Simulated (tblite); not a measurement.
# GFN1-xTB run of CH3OSSb (SMILES O=[C](S)[SbH2])

Wanted: a structure relaxation of CH3OSSb. The job is set up through a Python script.

The results are computed with tblite 0.8.0.

31 further runs of the same task are left out: 31 set aside as unsound or not needed.

**1. The structure to begin with**

The species is CH3OSSb (7 atoms), meant as a singlet with charge 0. As SMILES, `O=[C](S)[SbH2]`. The shape comes from GFN2-xTB, which is rough for such elements, and wasn't checked as a minimum. This is one conformer, not always the lowest. The run starts from this shape.

Bond lengths: O1–C2 1.193 Å, C2–S3 1.767 Å, C2–Sb4 2.223 Å, S3–H5 1.335 Å, Sb4–H6 1.716 Å, Sb4–H7 1.702 Å. Angles: O1–C2–S3 121.1°, O1–C2–Sb4 119.1°, S3–C2–Sb4 119.8°, C2–S3–H5 95.7°, C2–Sb4–H6 91.5°, C2–Sb4–H7 88.6°, H6–Sb4–H7 86.8°.

**2. A geometry optimisation at GFN1-xTB**

geom.xyz

```xyz
7
start geometry
O     -0.151330    -2.097000     0.722520
C      0.095090    -0.961290     0.452160
S      1.757850    -0.361940     0.455540
Sb    -1.568980     0.404470    -0.101660
H      1.451240     0.884210     0.089290
H     -0.562840     1.780980     0.094310
H     -1.021020     0.350580    -1.712160
```

run.py

```python
# GFN1-xTB geometry optimisation
import json
import numpy as np
from tblite.interface import Calculator
from tblite.interface import symbols_to_numbers
from scipy.optimize import minimize

symbols = list(map(str, np.loadtxt("geom.xyz", skiprows=2, usecols=0, dtype=str, ndmin=1)))
numbers = np.array(symbols_to_numbers(symbols))
positions = np.loadtxt("geom.xyz", skiprows=2, usecols=(1, 2, 3), ndmin=2) / 0.5291772

xtb = Calculator("GFN1-xTB", numbers, positions, charge=0, uhf=0)
xtb.set("verbosity", 0)
xtb.set("accuracy", 0.01)
last, frames, energies, grads = [None], [], [], []

def fun(x):
    xtb.update(x.reshape(-1, 3))
    last[0] = xtb.singlepoint(last[0])
    return float(last[0].get('energy')), last[0].get('gradient').ravel()

def show(x):
    e, g = fun(x)
    frames.append(x.reshape(-1, 3).tolist())
    energies.append(e)
    grads.append(g.reshape(-1, 3).tolist())
    print(f"{len(energies) - 1:4d} {e:16.9f} {np.abs(g).max():12.3e} {np.linalg.norm(g):12.3e}")

print("step      energy/Eh       max grad     grad norm")
show(positions.ravel())
opt = minimize(fun, positions.ravel(), jac=True, method="BFGS", callback=show, options={"gtol": 3e-05, "maxiter": 500})
print("converged:", opt.success, "-", opt.message)
fun(opt.x)
result = last[0]
final = opt.x.reshape(-1, 3)
print("final geometry (angstrom)")
for s, p in zip(symbols, final * 0.529177210903):
    print(f"{s:<2} {p[0]:12.6f} {p[1]:12.6f} {p[2]:12.6f}")
print(f"Energy: {result.get('energy') * 27.211386:.8f} eV")
eps = np.atleast_2d(result.get("orbital-energies")) * 27.211386
occ = np.atleast_2d(result.get("orbital-occupations"))
filled = occ.sum(axis=0) if eps.shape[0] == 1 else occ[0]
homo = np.nonzero(filled > 0.5)[0].max()
print("  MO   occupation   energy/eV")
for i in range(max(0, homo - 4), min(eps.shape[1], homo + 5)):
    print(f"{i + 1:4d} {filled[i]:10.4f} {eps[0, i]:12.4f}")
mu = result.get("dipole") * 2.541746
print(f"|mu|: {np.linalg.norm(mu):.4f} D, components " + " ".join(f"{c:.4f}" for c in mu))
q = result.get("charges")
print("Charges:", " ".join(f"{s}{i + 1}={c:+.4f}" for i, (s, c) in enumerate(zip(symbols, q))))
out = {k: np.asarray(result.get(k)).tolist() for k in ("energy", "gradient", "charges", "dipole", "orbital-energies", "orbital-occupations")}
out.update(symbols=symbols, positions=(positions * 0.529177210903).tolist(), final=final.tolist(), frames=frames, step_energies=energies, grads=grads, success=bool(opt.success))
json.dump(out, open("results.json", "w"))
```

Launch:

```console
$ python run.py
```

**Question.** What will come out? Wanted: total energy at the end; dipole moment; HOMO energy; LUMO energy; HOMO–LUMO gap.

Answer, from the run:

At GFN1-xTB:

```
               quantity         value
total energy at the end  -14.62648 Eh
          dipole moment        3.78 D
            HOMO energy     -11.10 eV
            LUMO energy      -7.63 eV
          HOMO–LUMO gap       3.47 eV
```

**Reading.** At the final geometry: Bond lengths: O1–C2 1.200 Å, C2–S3 1.750 Å, C2–Sb4 2.196 Å, S3–H5 1.323 Å, Sb4–H6 1.697 Å, Sb4–H7 1.692 Å. Angles: O1–C2–S3 119.7°, O1–C2–Sb4 118.7°, S3–C2–Sb4 121.6°, C2–S3–H5 97.5°, C2–Sb4–H6 93.5°, C2–Sb4–H7 90.2°, H6–Sb4–H7 88.0°. The optimisation took 47 steps and changed the energy by -0.021 eV. Mulliken charges run from -0.47 on O1 to +0.35 on C2.
